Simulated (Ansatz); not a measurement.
# CH5BFP: the cost of one run

Program: Ansatz 0.2.0. Level of theory: RKS PBE/6-31G*. These are calculated values, not measurements.

**1. The system as given**

Bond lengths: F1–C2 1.336 Å, C2–B3 1.571 Å, B3–P4 1.878 Å, C2–H5 1.120 Å, C2–H6 1.118 Å, B3–H7 1.230 Å, P4–H8 1.485 Å, P4–H9 1.507 Å. Angles: F1–C2–B3 106.7°, F1–C2–H5 109.2°, F1–C2–H6 111.2°, B3–C2–H5 109.8°, B3–C2–H6 110.7°, H5–C2–H6 109.2°, C2–B3–P4 123.3°, C2–B3–H7 119.3°, P4–B3–H7 117.1°, B3–P4–H8 91.8°, B3–P4–H9 95.8°, H8–P4–H9 92.9°.

Coordinates:

```xyz
9

F    -0.9940    0.8377   -1.1954
C     0.1258    1.0020   -0.4864
B     0.6792   -0.4350   -0.1765
P    -0.2192   -1.6716    0.9143
H     0.8707    1.5715   -1.0993
H    -0.0743    1.5601    0.4610
H     1.8107   -0.7376   -0.5519
H    -1.4808   -1.4988    0.1503
H    -0.6296   -0.6748    1.9668
```

**2. End point A**

The input, input.yaml:

```yaml
crystal:
  periodic: [false, false, false]
  atoms:
    - { symbol: F, position_ang: [-0.994, 0.8377, -1.1954] }
    - { symbol: C, position_ang: [0.1258, 1.002, -0.4864] }
    - { symbol: B, position_ang: [0.6792, -0.435, -0.1765] }
    - { symbol: P, position_ang: [-0.2192, -1.6716, 0.9143] }
    - { symbol: H, position_ang: [0.8707, 1.5715, -1.0993] }
    - { symbol: H, position_ang: [-0.0743, 1.5601, 0.461] }
    - { symbol: H, position_ang: [1.8107, -0.7376, -0.5519] }
    - { symbol: H, position_ang: [-1.4808, -1.4988, 0.1503] }
    - { symbol: H, position_ang: [-0.6296, -0.6748, 1.9668] }
basis:
  gaussian: { orbitals: "6-31G*" }
hamiltonian:
  xc: pbe
relax:
  f_tol: 0.015
  max_steps: 40
```

On the command line:

```console
$ ansatz run input.yaml --threads 1 --pin off --max-ram 2048MiB --backend cpu --events-out ev --progress --plain --runs-dir out
```

**Question.** How long does this run take on 1 thread of AMD EPYC (Zen 3), shared host, and how much memory does it need?

About 90 s, with a peak of 0.17 GiB.
